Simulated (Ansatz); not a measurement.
# SnH₂+ (doublet): wave-function methods side by side at scale of all distances = 1.753, def2-TZVP

Aim: climb from Hartree-Fock through coupled cluster and multireference methods for SnH₂+ (doublet) at one geometry and basis, and see what each rung misses.

Computed with Ansatz 0.2.0, Gaussian basis. Level: def2-TZVP, core rule «outside noble gas», up to 9 orbitals frozen.

The runs, in order: UHF; CCSD(T) on ROHF; CCSD(T) on UHF; BCCD(T) on ROHF; CISD; CCSDT(Q) on ROHF; CCSDT(Q) on UHF; CASSCF and MRCISD+Q, 3 electrons in 3 orbitals; CASSCF and NEVPT2, 3 electrons in 3 orbitals; CASSCF and MRCISD+Q, 5 electrons in 6 orbitals; CASSCF and NEVPT2, 5 electrons in 6 orbitals; Full CI.

9 further runs of the same task are left out: 7 that didn't finish, 2 set aside as unsound or not needed.

### Step 1. The geometry

The geometry derives from a PBE0/def2-TZVP stationary point (not a proven minimum). All distances are scaled together. No spin-orbit coupling is included. Elements past krypton take def2 core potentials.

3 atoms, charge 1, spin multiplicity 2.

Atoms are counted from 1 here; the program's logs count them from 0.

No contacts short enough for the rule that draws bonds.

### Step 2. UHF

Contents of in.yaml:

```yaml
crystal:
  periodic: [false, false, false]
  atoms:
    - {symbol: Sn, position_ang: [0.000000, 0.000000, 0.000000]}
    - {symbol: H, position_ang: [0.000000, 0.000000, -2.901916]}
    - {symbol: H, position_ang: [0.000000, 0.000000, 2.901916]}
basis:
  gaussian: {orbitals: def2-TZVP}
total_charge: 1
magnetization: {spin_polarized: true, initial_magnetization: 1}
hamiltonian: {xc: hf}
output: {orbitals: {seedname: orbitals}}
```

Launch:

```sh
$ ansatz run in.yaml --threads 1 --pin off --events-out ev --progress --plain --max-ram 2393MiB
```

After this run come: CCSD(T) on ROHF; CCSD(T) on UHF; BCCD(T) on ROHF; CISD; CCSDT(Q) on ROHF; CCSDT(Q) on UHF; CASSCF and MRCISD+Q, 3 electrons in 3 orbitals; CASSCF and NEVPT2, 3 electrons in 3 orbitals; CASSCF and MRCISD+Q, 5 electrons in 6 orbitals; CASSCF and NEVPT2, 5 electrons in 6 orbitals; Full CI.

**Question.** What will the summary of the whole plan be? Wanted: FCI below the RHF energy; RMP2 from FCI; UMP2 from FCI; RCCSD from FCI; RCCSD(T) from FCI; UCCSD(T) from FCI; RCCSDT(Q) from FCI; UCCSDT(Q) from FCI; NEVPT2 pair from FCI.

As calculated:

| quantity | value |
| --- | --- |
| FCI below the RHF energy | -3.1888 eV |
| RMP2 from FCI | +1213.3 meV |
| UMP2 from FCI | +729.5 meV |
| RCCSD from FCI | +145.0 meV |
| RCCSD(T) from FCI | +16.3 meV |
| UCCSD(T) from FCI | +59.0 meV |
| RCCSDT(Q) from FCI | +0.1 meV |
| UCCSDT(Q) from FCI | +2.7 meV |
| NEVPT2 pair from FCI | +364.7 meV |
| NEVPT2 valence from FCI | +187.5 meV |
| MRCISD+Q valence from FCI | -6.2 meV |
| levels within 1 kcal/mol (43 meV) | RCCSD(T), RCCSDT, UCCSDT, RCCSDT(Q), UCCSDT(Q), MRCISD valence, MRCISD+Q valence |
| T1 diagnostic | 0.105 |
| effectively unpaired electrons | 1.63 |

In words: RCCSD(T) lands +16.3 meV from the yardstick (0.5 % of the correlation energy). CCSD(T) misses by +16.3 meV on the restricted determinant and by +59.0 meV on the unrestricted one; the two need not hold the same state or core. MRCISD+Q valence falls below full CI: the +Q correction isn't variational, and the cores differ from full CI's. The occupations show some static correlation. Of the multireference levels listed MRCISD+Q valence comes nearest in total energy (-6.2 meV), which doesn't show that its space is the better one. Coupled cluster took another determinant than the lowest Hartree-Fock one. These misses are within one basis, not against nature; the frozen cores of restricted and unrestricted runs differ, which can shift their rows.
